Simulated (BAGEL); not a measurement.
# One shape, several levels: AlNH2Cl2 (SMILES [NH2][Al]([Cl])[Cl])

Aim: a comparison of 3 runs (B3LYP/6-31G*, PBE0/def2-SVPD, RI-MP2/def2-SVPD) of AlNH2Cl2. 

The results are computed with BAGEL 1.2.2.

1 further run of the same task is left out (it didn't finish). Runs told in other sessions of the task aren't counted.

## Step 1: The structure to begin with

AlNH2Cl2 has 6 atoms, charge 0, and is taken as a singlet. As SMILES, `[NH2][Al]([Cl])[Cl]`. Geometry: relaxed at PBE0-D4/def2-TZVP.

Bond lengths: N1–Al2 1.747 Å, Al2–Cl3 2.082 Å, Al2–Cl4 2.082 Å, N1–H5 1.006 Å, N1–H6 1.006 Å. Angles: N1–Al2–Cl3 120.1°, N1–Al2–Cl4 120.1°, Cl3–Al2–Cl4 119.9°, Al2–N1–H5 124.4°, Al2–N1–H6 124.4°, H5–N1–H6 111.2°.

## Step 2: The energy at B3LYP/6-31G(d) (density fitting with qzvpp-jkfit, spherical functions) (run 1)

The input, calc.json:

```json
{ "bagel" : [

{
  "title" : "molecule",
  "basis" : "6-31gs.json",
  "df_basis" : "qzvpp-jkfit",
  "angstrom" : true,
  "geometry" : [
    { "atom" : "N", "xyz" : [   -0.150800,    1.005400,   -0.089000 ] },
    { "atom" : "Al", "xyz" : [    0.116500,   -0.715300,    0.048700 ] },
    { "atom" : "Cl", "xyz" : [    1.566400,   -1.444300,    1.352800 ] },
    { "atom" : "Cl", "xyz" : [   -1.014300,   -2.040600,   -1.091200 ] },
    { "atom" : "H", "xyz" : [    0.356900,    1.702800,    0.429400 ] },
    { "atom" : "H", "xyz" : [   -0.832500,    1.427900,   -0.697000 ] }
  ]
},
{
  "title" : "ks",
  "xc_func" : "b3lyp"
},
{
  "title" : "print",
  "file" : "orbitals.molden",
  "orbitals" : true
}

]}
```

The basis set 6-31G* is read from a file made from the Basis Set Exchange's data (not shown).

Launch:

```bash
$ BAGEL_NUM_THREADS=1 BAGEL calc.json > calc.out
```

The program printed:

```text
* using 1 threads per process

  ===============================================================
  ===============================================================

  *** Geometry ***

  { "atom" : "N", "xyz" : [     -0.284971,      1.899931,     -0.168186 ] },
  { "atom" : "Al", "xyz" : [      0.220153,     -1.351721,      0.092030 ] },
  { "atom" : "Cl", "xyz" : [      2.960067,     -2.729331,      2.556422 ] },
  { "atom" : "Cl", "xyz" : [     -1.916749,     -3.856175,     -2.062069 ] },
  { "atom" : "H", "xyz" : [      0.674443,      3.217826,      0.811448 ] },
  { "atom" : "H", "xyz" : [     -1.573197,      2.698340,     -1.317139 ] },

  Number of auxiliary basis functions:      497

  Since a DF basis is specified, we compute 2- and 3-index integrals:
    o Being stored without compression. Storage requirement is 0.021 GB

  Number of basis functions:       72
  Number of electrons      :       56

    * METHOD: MOLECULE                             0.20

  *** Kohn-Sham DFT ***

    * Removing 10278 points whose weight is below 1.00e-10
    * Grid points: 79158

  === Nuclear Repulsion ===
   242.9103526874

       - DIIS with orbital gradients will be used.

  === KS iteration (b3lyp / 6-31gs.json) ===
      0      -1193.50840472          0.11613224           0.25
      1      -1138.32595143          0.16443667           0.25
      2      -1181.99021728          0.10049830           0.24
      3      -1194.50508915          0.12701563           0.24
      4      -1218.55898367          0.02407443           0.25
      5      -1218.68295377          0.02627410           0.24
      6      -1218.89345593          0.01059991           0.25
      7      -1218.89893525          0.01113161           0.25
      8      -1218.94837558          0.00210309           0.24
      9      -1218.95168966          0.00027921           0.25
     10      -1218.95172726          0.00011987           0.25
     11      -1218.95173312          0.00001066           0.25
     12      -1218.95173319          0.00000401           0.25
     13      -1218.95173320          0.00000054           0.26
     14      -1218.95173320          0.00000027           0.25
     15      -1218.95173320          0.00000004           0.25
     16      -1218.95173320          0.00000001           0.24
     17      -1218.95173320          0.00000001           0.24
    * SCF iteration converged.

    * Permanent dipole moment:
           (    0.169274,    -1.090129,     0.087034) a.u.

    * METHOD: KS                                   4.73

    * METHOD: PRINT                                0.01

  ===============================================================
```

Run time: 5.1 s. Hardware: 1 thread of Arm Neoverse V2, shared host; peak memory 0.32 GiB.

## Step 3: The energy at PBE0/def2-SVPD (density fitting with qzvpp-jkfit) (run 2)

The input, input.json:

```json
{ "bagel": [

{
  "title": "molecule",
  "basis": "def2-svpd.json",
  "df_basis": "qzvpp-jkfit",
  "angstrom": true,
  "geometry": [
    { "atom": "N", "xyz": [      -0.150800,       1.005400,      -0.089000 ] },
    { "atom": "Al", "xyz": [       0.116500,      -0.715300,       0.048700 ] },
    { "atom": "Cl", "xyz": [       1.566400,      -1.444300,       1.352800 ] },
    { "atom": "Cl", "xyz": [      -1.014300,      -2.040600,      -1.091200 ] },
    { "atom": "H", "xyz": [       0.356900,       1.702800,       0.429400 ] },
    { "atom": "H", "xyz": [      -0.832500,       1.427900,      -0.697000 ] }
  ]
},

{
  "title": "ks",
  "xc_func": "pbe0"
},

{
  "title": "print",
  "file": "orbitals.molden",
  "orbitals": true
}

]}
```

The basis set def2-SVPD is read from a file made from the Basis Set Exchange's data (not shown).

Launch:

```bash
$ BAGEL_NUM_THREADS=1 BAGEL input.json > input.out
```

The program printed:

```text
* using 1 threads per process

  ===============================================================
  ===============================================================

  *** Geometry ***

  { "atom" : "N", "xyz" : [     -0.284971,      1.899931,     -0.168186 ] },
  { "atom" : "Al", "xyz" : [      0.220153,     -1.351721,      0.092030 ] },
  { "atom" : "Cl", "xyz" : [      2.960067,     -2.729331,      2.556422 ] },
  { "atom" : "Cl", "xyz" : [     -1.916749,     -3.856175,     -2.062069 ] },
  { "atom" : "H", "xyz" : [      0.674443,      3.217826,      0.811448 ] },
  { "atom" : "H", "xyz" : [     -1.573197,      2.698340,     -1.317139 ] },

  Number of auxiliary basis functions:      497

  Since a DF basis is specified, we compute 2- and 3-index integrals:
    o Being stored without compression. Storage requirement is 0.052 GB

  Number of basis functions:      114
  Number of electrons      :       56

    * METHOD: MOLECULE                             0.22

  *** Kohn-Sham DFT ***

    * Removing 10278 points whose weight is below 1.00e-10
    * Grid points: 79158

  === Nuclear Repulsion ===
   242.9103526874

       - DIIS with orbital gradients will be used.

  === KS iteration (pbe0 / def2-svpd.json) ===
      0      -1191.59727451          0.07114797           0.37
      1      -1148.38348246          0.14821026           0.36
      2      -1183.03430970          0.08126033           0.36
      3      -1168.52230429          0.21320351           0.36
      4      -1185.69602266          0.15163338           0.36
      5      -1203.24958745          0.12649263           0.36
      6      -1206.19096979          0.11900326           0.35
      7      -1170.44332563          0.19030154           0.35
      8      -1190.32787353          0.07740378           0.35
      9      -1179.59363130          0.18264426           0.35
[... 23 lines of this table left out ...]
     33      -1218.10673494          0.00000015           0.37
     34      -1218.10673494          0.00000007           0.37
     35      -1218.10673494          0.00000003           0.36
     36      -1218.10673494          0.00000001           0.36
    * SCF iteration converged.

    * Permanent dipole moment:
           (    0.143356,    -0.923146,     0.073686) a.u.

    * METHOD: KS                                  13.72

    * METHOD: PRINT                                0.02

  ===============================================================
```

It took 14 s on 1 thread of Arm Neoverse V2, shared host; peak memory 0.45 GiB.

## Step 4: The energy at RI-MP2/def2-SVPD (density fitting with qzvpp-jkfit) (run 3)

The input, input.json:

```json
{ "bagel" : [

{
  "title" : "molecule",
  "basis" : "def2-svpd.json",
  "df_basis" : "qzvpp-jkfit",
  "angstrom" : true,
  "geometry" : [
    { "atom" : "N", "xyz" : [      -0.150800,       1.005400,      -0.089000 ] },
    { "atom" : "Al", "xyz" : [       0.116500,      -0.715300,       0.048700 ] },
    { "atom" : "Cl", "xyz" : [       1.566400,      -1.444300,       1.352800 ] },
    { "atom" : "Cl", "xyz" : [      -1.014300,      -2.040600,      -1.091200 ] },
    { "atom" : "H", "xyz" : [       0.356900,       1.702800,       0.429400 ] },
    { "atom" : "H", "xyz" : [      -0.832500,       1.427900,      -0.697000 ] }
  ]
},

{ "title" : "hf" },

{ "title" : "mp2", "ncore" : 16 }

]}
```

The basis set def2-SVPD is read from a file made from the Basis Set Exchange's data (not shown).

Launch:

```bash
$ BAGEL_NUM_THREADS=1 BAGEL input.json > input.out
```

The program printed:

```text
* using 1 threads per process

  ===============================================================
  ===============================================================

  *** Geometry ***

  { "atom" : "N", "xyz" : [     -0.284971,      1.899931,     -0.168186 ] },
  { "atom" : "Al", "xyz" : [      0.220153,     -1.351721,      0.092030 ] },
  { "atom" : "Cl", "xyz" : [      2.960067,     -2.729331,      2.556422 ] },
  { "atom" : "Cl", "xyz" : [     -1.916749,     -3.856175,     -2.062069 ] },
  { "atom" : "H", "xyz" : [      0.674443,      3.217826,      0.811448 ] },
  { "atom" : "H", "xyz" : [     -1.573197,      2.698340,     -1.317139 ] },

  Number of auxiliary basis functions:      497

  Since a DF basis is specified, we compute 2- and 3-index integrals:
    o Being stored without compression. Storage requirement is 0.052 GB

  Number of basis functions:      114
  Number of electrons      :       56

    * METHOD: MOLECULE                             0.23

  *** RHF ***

  === Nuclear Repulsion ===
   242.9103526874

      * DIIS with orbital gradients will be used.

  === RHF iteration (def2-svpd.json) ===
      0      -1216.15745860          0.01547099           0.11
      1      -1216.29175759          0.01010705           0.11
      2      -1216.34255146          0.00110112           0.10
      3      -1216.34372906          0.00032289           0.11
      4      -1216.34384235          0.00007704           0.11
      5      -1216.34384871          0.00002363           0.10
      6      -1216.34384939          0.00000823           0.10
      7      -1216.34384949          0.00000195           0.10
      8      -1216.34384950          0.00000074           0.10
      9      -1216.34384950          0.00000026           0.10
     10      -1216.34384950          0.00000006           0.11
     11      -1216.34384950          0.00000002           0.10
     12      -1216.34384950          0.00000001           0.10
    * SCF iteration converged.

    * Permanent dipole moment:
           (    0.144525,    -0.930738,     0.074285) a.u.

    * METHOD: HF                                   1.57

  *** RHF ***

  === Nuclear Repulsion ===
   242.9103526874

      * DIIS with orbital gradients will be used.

  === RHF iteration (def2-svpd.json) ===
      0      -1216.34384950          0.00000000           0.10
    * SCF iteration converged.

    * Permanent dipole moment:
           (    0.144525,    -0.930738,     0.074285) a.u.

  === DF-MP2 calculation ===

    * freezing 16 orbitals
    * 3-index integral transformation done
    * assembly done

      MP2 correlation energy:   -0.5296448568      0.05

      MP2 total energy:       -1216.8734943563

    * METHOD: MP2                                  0.27

  ===============================================================
```

It took 2.2 s on 1 thread of Arm Neoverse V2, shared host; peak memory 0.17 GiB.

## Step 5: All runs side by side

| run | level | frozen core orbitals | energy (Eh) | dipole moment (D) | HOMO energy (eV) | LUMO energy (eV) | wall time |
| --- | --- | --- | --- | --- | --- | --- | --- |
| 1 | B3LYP/6-31G* (density fitting with qzvpp-jkfit, spherical functions) | – | -1218.951733 | 2.81 | -7.58 | -0.82 | 5.1 s |
| 2 | PBE0/def2-SVPD (density fitting with qzvpp-jkfit) | – | -1218.106735 | 2.38 | -8.16 | -0.96 | 14 s |
| 3 | RI-MP2/def2-SVPD (density fitting with qzvpp-jkfit) | 16 | -1216.873494 | – | – | – | 2.2 s |

## Step 6: Results

```
                                           quantity           value
                                run 3: total energy  -1216.87349 Eh
run 3: correlation energy (16 core orbitals frozen)      -529.6 mEh
```

In words: Totals of different functionals can't be ranked against each other. All runs together took 21 s, the longest 14 s.
